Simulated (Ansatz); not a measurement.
# Ga2HO (quartet): the correlation ladder, cc-pVDZ

An exercise on one series of results from a longer session: the logs are not shown, and one member is left open.

Program: Ansatz 0.2.0, Gaussian basis. Level of theory: cc-pVDZ, core rule «outside noble gas», up to 29 orbitals frozen. These are calculated values, not measurements.

To be run: UHF; CCSD(T) on ROHF; CCSD(T) on UHF; BCCD(T) on ROHF; CISD; CCSDT(Q) on ROHF; CCSDT(Q) on UHF.

18 further runs of the same task are left out: 7 that didn't finish, 11 set aside as unsound or not needed.

## The geometry

The geometry is a PBE0/def2-TZVP stationary point (not a proven minimum) of the parent state, kept for this charge and spin. No spin-orbit coupling is included. The filled d shell of Ga may be among the frozen orbitals whatever the setting's name suggests; the logs give the count.

4 atoms, charge 0, spin multiplicity 4.

Atoms are counted from 1 here; the program's logs count them from 0.

Bond lengths: Ga1–Ga2 2.692 Å, Ga2–O3 1.757 Å, O3–H4 0.952 Å. Angles: Ga1–Ga2–O3 180.0°, Ga2–O3–H4 180.0°.

As a file:

```
Ga    0.0000    0.0000   -3.1351
Ga    0.0000    0.0000   -0.4434
O     0.0000    0.0000    1.3134
H     0.0000    0.0000    2.2651
```

Set-up of the first run:

Contents of in.yaml:

```yaml
crystal:
  periodic: [false, false, false]
  atoms:
    - {symbol: Ga, position_ang: [0.000000, 0.000000, -3.135100]}
    - {symbol: Ga, position_ang: [0.000000, 0.000000, -0.443400]}
    - {symbol: O, position_ang: [0.000000, 0.000000, 1.313400]}
    - {symbol: H, position_ang: [0.000000, 0.000000, 2.265100]}
basis:
  gaussian: {orbitals: cc-pVDZ}
magnetization: {spin_polarized: true, initial_magnetization: 3}
hamiltonian: {xc: hf}
output: {orbitals: {seedname: orbitals}}
```

Run with:

```sh
> ansatz run in.yaml --threads 1 --pin off --events-out ev --progress --plain --max-ram 2393MiB
```

Steps of the session up to this table: UHF; CCSD(T) on ROHF; CCSD(T) on UHF; BCCD(T) on ROHF; CISD; CCSDT(Q) on ROHF; CCSDT(Q) on UHF.

One of the session's tables, all rows but one given; the rest of the session is left out.

It belongs to the step «Misses and costs». 

```
   method  from UCCSDT(Q) (meV)
     ROHF               +8219.8
      UHF               +8154.1
     RMP2               +1023.8
     UMP2                +980.6
    RCCSD                +359.0
    UCCSD                     ?
 RCCSD(T)                 +98.6
 UCCSD(T)                 +82.8
  BCCD(T)                 +91.7
   RCCSDT                 +49.1
   UCCSDT                 +34.1
RCCSDT(Q)                 +19.1
UCCSDT(Q)                     0
```

Estimate the missing values for UCCSD.

**Answer.** from UCCSDT(Q) (meV): +340.3. In the column «from UCCSDT(Q) (meV)» it lies between RCCSD(T) (+98.6) and RCCSD (+359.0).

Not comparable, so not listed: CISD (they don't share determinant, frozen orbitals or solution with the rows shown, or repeat one).

To keep in mind: Restricted and unrestricted rows rest on different reference determinants; where their highest levels disagree by more than a few hundredths of an eV, they describe different states and don't form one ladder.
